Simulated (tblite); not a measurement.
# C4H14Si3: the cost of one run

The runs use tblite 0.8.0 and PySCF 2.14.0, with density-fitted response routines of our own; the level of theory stands in each step. All values are computed, except where a source is named. Atoms are numbered from 0 throughout.

**1. The molecule as given**

21 atoms, charge 0, multiplicity 1; geometry from: force field or distance geometry start.

Bonds of the start (Å): Si0–Si1 2.31, Si1–C2 1.86, C2–C3 1.53, C3–C4 1.55, C4–C5 1.53, C5–Si6 1.88, Si6–Si1 2.30, Si0–H7 1.48, Si0–H8 1.48, Si0–H9 1.49, Si1–H10 1.48, C2–H11 1.10, C2–H12 1.08, C3–H13 1.11, C3–H14 1.09, C4–H15 1.10, C4–H16 1.09, C5–H17 1.10, C5–H18 1.10, Si6–H19 1.50, Si6–H20 1.49.

**2. Relaxing the molecule with GFN2-xTB**

The job: settings as JSON, then the geometry in Å.

```
{"job": {"kind": "relax", "xc": "GFN2-xTB", "basis": "xTB"}, "charge": 0, "multiplicity": 1}
Si     2.724400    -0.705900     0.384000
Si     1.242300     0.799600    -0.544700
C      0.030400    -0.082700    -1.650600
C     -1.012200    -0.987700    -0.984800
C     -2.000200    -0.272300    -0.036100
C     -1.396500     0.192100     1.287500
Si    -0.092600     1.546800     1.179300
H      3.531800    -1.343200    -0.677600
H      3.636000    -0.026900     1.339400
H      1.961100    -1.763000     1.113900
H      1.938300     1.900500    -1.255500
H     -0.519100     0.678400    -2.233000
H      0.580300    -0.671900    -2.372900
H     -0.507100    -1.804200    -0.431100
H     -1.599200    -1.469500    -1.768000
H     -2.460100     0.575500    -0.560600
H     -2.811800    -0.966500     0.191100
H     -0.960600    -0.679200     1.805400
H     -2.202500     0.562200     1.937400
H      0.651400     1.700800     2.468500
H     -0.742900     2.834000     0.808200
```

Started as:

```sh
$ OMP_NUM_THREADS=1 python probes_run.py task.json out
```

One launch serves the whole session: the jobs run in the order shown.

Q: Estimate the wall time and peak memory of this first job on 1 thread of Arm Neoverse N1, shared host.

About 1 s, with a peak of 0.18 GiB.
